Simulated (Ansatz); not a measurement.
# C₂H₆O₂Si₂: up Jacob's ladder to CCSD(T)

Aim: compute C₂H₆O₂Si₂ with functionals from several rungs and with coupled cluster. The yardstick is the atomisation energy at the CCSD(T) limit.

Method: functionals in def2-TZVPP, the program's frozen cores in correlated methods; program: Ansatz 0.2.0, Gaussian basis.

Levels to be run: LDA (SPW92), PBE-D4, revPBE-D4, BLYP-D4, r2SCAN-D4, B97M-V, PBE0-D4, B3LYP-D4, r2SCANh-D4, r2SCAN0-D4, HSE06-D4, BHLYP-D4, CAM-B3LYP-D4, LC-ωPBE, ωB97X-V, ωB97M-V, B2PLYP, PBE-QIDH; CCSD(T)/def2-SVP; CCSD(T)/def2-TZVPP; MP2/def2-QZVPP; extrapolation to the limit; RPA on PBE.

### 1 Structure used throughout

An earlier PBE0-D4 in a triple-zeta def2 set relaxation fixed the geometry.

SMILES `O[SiH2]C#C[SiH2]O`, 12 atoms, charge 0, spin multiplicity 1.

Atoms are counted from 1 here; the program's logs count them from 0.

Bond lengths: O1–Si2 1.641 Å, O1–H7 0.958 Å, Si2–C3 1.831 Å, Si2–H8 1.485 Å, Si2–H9 1.478 Å, C3–C4 1.216 Å, C4–Si5 1.831 Å, Si5–O6 1.641 Å, Si5–H10 1.485 Å, Si5–H11 1.478 Å, O6–H12 0.958 Å. Angles: Si2–O1–H7 117.9°, O1–Si2–C3 111.3°, O1–Si2–H8 112.2°, O1–Si2–H9 106.1°, C3–Si2–H8 106.8°, C3–Si2–H9 109.7°, H8–Si2–H9 110.8°, Si2–C3–C4 178.8°, C3–C4–Si5 178.8°, C4–Si5–O6 111.3°, C4–Si5–H10 106.8°, C4–Si5–H11 109.7°, O6–Si5–H10 112.2°, O6–Si5–H11 106.1°, H10–Si5–H11 110.8°, Si5–O6–H12 117.9°.

Geometry (Å):

```mol
C2H6O2Si2
  3D, bonds by distance, orders not assigned

 12 11  0  0  0  0  0  0  0  0999 V2000
    2.8278    1.5770    0.5547 O   0  0
    2.3891   -0.0032    0.6058 Si  0  0
    0.6039   -0.2087    0.2546 C   0  0
   -0.5866   -0.3343    0.0427 C   0  0
   -2.3718   -0.5417   -0.3074 Si  0  0
   -2.8310    0.3489   -1.6066 O   0  0
    2.3344    2.1976    1.0928 H   0  0
    2.6367   -0.6111    1.9374 H   0  0
    3.1835   -0.6831   -0.4383 H   0  0
   -2.6025   -1.9938   -0.5131 H   0  0
   -3.1647   -0.0402    0.8343 H   0  0
   -2.3419    0.2374   -2.4230 H   0  0
  1  2  8  0
  2  3  8  0
  3  4  8  0
  4  5  8  0
  5  6  8  0
  1  7  8  0
  2  8  8  0
  2  9  8  0
  5 10  8  0
  5 11  8  0
  6 12  8  0
M  END
```

### 2 LDA

This LDA is Slater exchange with PW92 correlation.

in.yaml

```yaml
crystal:
  periodic: [false, false, false]
  atoms:
    - {symbol: O, position_ang: [2.827765, 1.577019, 0.554668]}
    - {symbol: Si, position_ang: [2.389122, -0.003188, 0.605790]}
    - {symbol: C, position_ang: [0.603924, -0.208665, 0.254586]}
    - {symbol: C, position_ang: [-0.586647, -0.334325, 0.042721]}
    - {symbol: Si, position_ang: [-2.371845, -0.541724, -0.307352]}
    - {symbol: O, position_ang: [-2.831014, 0.348894, -1.606598]}
    - {symbol: H, position_ang: [2.334384, 2.197633, 1.092820]}
    - {symbol: H, position_ang: [2.636749, -0.611063, 1.937405]}
    - {symbol: H, position_ang: [3.183461, -0.683072, -0.438344]}
    - {symbol: H, position_ang: [-2.602478, -1.993793, -0.513093]}
    - {symbol: H, position_ang: [-3.164659, -0.040182, 0.834283]}
    - {symbol: H, position_ang: [-2.341862, 0.237366, -2.422985]}
basis:
  gaussian: {orbitals: def2-TZVPP}
hamiltonian: {xc: lda}
output: {orbitals: {seedname: orbitals}}
```

The runs that follow: PBE-D4 (GGA); revPBE-D4 (GGA); BLYP-D4 (GGA); r2SCAN-D4 (meta-GGA); B97M-V (meta-GGA); PBE0-D4 (hybrid); B3LYP-D4 (hybrid); r2SCANh-D4 (hybrid); r2SCAN0-D4 (hybrid); HSE06-D4 (hybrid); BHLYP-D4 (hybrid); CAM-B3LYP-D4 (range-separated); LC-ωPBE-D4 (range-separated); ωB97X-V (range-separated); ωB97M-V (range-separated); B2PLYP (double hybrid); PBE-QIDH (double hybrid); CCSD(T) in def2-SVP; CCSD(T) in def2-TZVPP; MP2 in def2-QZVPP; RPA on PBE orbitals.

**Question.** What will the summary of the whole plan be? Wanted: atomisation energy, CCSD(T)/CBS; farthest beyond LDA; mean size of error, GGA; mean size of error, meta-GGA; mean size of error, hybrid; mean size of error, range-separated; mean size of error, double hybrid; gap, smallest and largest; T1 diagnostic.

**Answer**, as computed:

```
                               quantity                                              value
        atomisation energy, CCSD(T)/CBS                                      4704.0 kJ/mol
 functionals within 23.5 kJ/mol (0.5 %)  r2SCAN-D4, B97M-V, CAM-B3LYP-D4, ωB97X-V, ωB97M-V
                    farthest beyond LDA                           BHLYP-D4 (-175.9 kJ/mol)
                mean size of error, GGA                                        50.4 kJ/mol
           mean size of error, meta-GGA                                        16.3 kJ/mol
             mean size of error, hybrid                                        80.5 kJ/mol
    mean size of error, range-separated                                        24.3 kJ/mol
      mean size of error, double hybrid                                        63.8 kJ/mol
              gap, smallest and largest          4.94 eV (LDA (SPW92)), 12.11 eV (LC-ωPBE)
                          T1 diagnostic                                             0.0123
triples share of the correlation energy                                              4.0 %
```

In words: LDA overbinds by 617.5 kJ/mol (13 %). PBE-D4 misses by +34.3 kJ/mol. Double hybrids carry the basis error of their MP2 part in triple zeta, and no dispersion term here, so their miss is partly the set-up's. By mean error the best rung here is meta-GGA (16.3 kJ/mol) and the worst beyond LDA is hybrid (80.5 kJ/mol). The gap between the best rungs is small, so their order is not settled. The mean of the hybrids holds BHLYP, with half exact exchange. Misses under about 23.5 kJ/mol are within the doubt on the reference itself, which lacks core-valence correlation, relativity and higher excitations. Hartree-Fock recovers 72 % of the binding; the rest is correlation. CCSD(T) in def2-SVP is off by -352.7 kJ/mol, which most functionals beat. The gap grows from 4.9 to 12.1 eV across the functionals, mostly with the share of exact exchange.
